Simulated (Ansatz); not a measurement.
# HfN (doublet): wave-function methods side by side, def2-TZVPP

The task here is to estimate one member of a computed series from the others.

Computed with Ansatz 0.2.0, Gaussian basis. Level: def2-TZVPP, core rule «outside noble gas», up to 5 orbitals frozen.

The runs, in order: UHF; ROHF; CCSD(T) on UHF.

2 further runs of the same task are left out: 2 set aside as unsound or not needed.

### The system

The geometry is a PBE0/def2-TZVP stationary point (not a proven minimum). No spin-orbit coupling is included. Elements past krypton take def2 core potentials.

2 atoms, charge 0, spin multiplicity 2.

Atoms are counted from 1 here; the program's logs count them from 0.

Bond lengths: Hf1–N2 1.717 Å.

Set-up of the first run:

in.yaml reads:

```yaml
crystal:
  periodic: [false, false, false]
  atoms:
    - {symbol: Hf, position_ang: [0.000000, 0.000000, 0.000000]}
    - {symbol: N, position_ang: [0.000000, 0.000000, 1.716545]}
basis:
  gaussian: {orbitals: def2-TZVPP}
magnetization: {spin_polarized: true, initial_magnetization: 1}
hamiltonian: {xc: hf}
output: {orbitals: {seedname: orbitals}}
```

Run with:

```bash
ansatz run in.yaml --threads 1 --pin off --events-out ev --progress --plain --max-ram 2816MiB --backend cpu
```

Steps of the session up to this table: UHF; ROHF; CCSD(T) on UHF.

One of the session's tables, all rows but one given; the rest of the session is left out.

| method | from UCCSD(T) (meV) |
| --- | --- |
| ROHF | +8869.2 |
| UHF | +8697.5 |
| UMP2 | +304.1 |
| UCCSD | ? |
| UCCSD(T) | 0 |

Estimate the missing values for UCCSD.

**Answer.** from UCCSD(T) (meV): +601.1. In the column «from UCCSD(T) (meV)» it lies between UMP2 (+304.1) and UHF (+8697.5).

With the free atoms at the same levels and basis (separate runs), the atomisation energy is 5.034 eV at UCCSD(T), 1.210 eV at ROHF.

To keep in mind: Warnings: spin contamination; coupled cluster took another determinant than the lowest.
